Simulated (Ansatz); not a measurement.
# Si: the cost of one run

Program: Ansatz 0.2.0. Level of theory: DFT LDA, all-electron LAPW, scalar-relativistic unless said. These are calculated values, not measurements.

The COD entry's cell or inner coordinates are ideal or old and differ from later refinements, so a difference from it is no clean test against experiment.

### Step 1. The system as given

The structure is cubic, space group Fd-3m (No. 227). The conventional cell has a = 5.402 Å, b = 5.402 Å, c = 5.402 Å, α = 90.00°, β = 90.00°, γ = 90.00°. Si (site symmetry -43m) has 4 Si at 2.34 Å as nearest neighbours.

As a file:

```
Si
1.0
     2.70098    2.70098    0.00000
    -2.70098    2.70098    0.00000
     0.00000    2.70098    2.70098
Si
2
Direct
  0.25000 0.75000 0.50000
  0.00000 0.00000 0.00000
```

Cartesian axes are those of the input's lattice vectors. The structure goes back to a database entry.

### Step 2. Reference run, fine mesh, LAPW

input.yaml reads:

```yaml
crystal:
  lattice:
    - [2.70097893072, 2.70097893072, 0.0]
    - [-2.70097893072, 2.70097893072, 0.0]
    - [0.0, 2.70097893072, 2.70097893072]
  atoms:
    - { symbol: Si, position: [0.25, 0.75, 0.5] }
    - { symbol: Si, position: [0.0, 0.0, 0.0] }
kpoints:
  mp_grid: { grid: [8, 8, 8] }
scf:
  occupations: { method: fixed }
hamiltonian:
  xc: lda
  pseudopotentials: { kind: all_electron, lapw: { basis_error: 0.001 } }
output:
  forces: true
  stress: true
  eigenvalues: true
  eigenstates:
    nscf_kmesh: { grid: [12, 12, 12] }
    de_dk: true
    e_range: [-9, 10.44379441228]
checkpoint:
  write: ck
  write_wavefunctions: false
```

Launch:

```sh
ansatz run input.yaml --threads 1 --pin off --max-ram 3072MiB --backend cpu --events-out ev --progress --plain --runs-dir out
```

Q: Estimate wall time and peak memory on 1 thread of Arm Neoverse V1, shared host.

About 11 s, with a peak of 0.23 GiB.
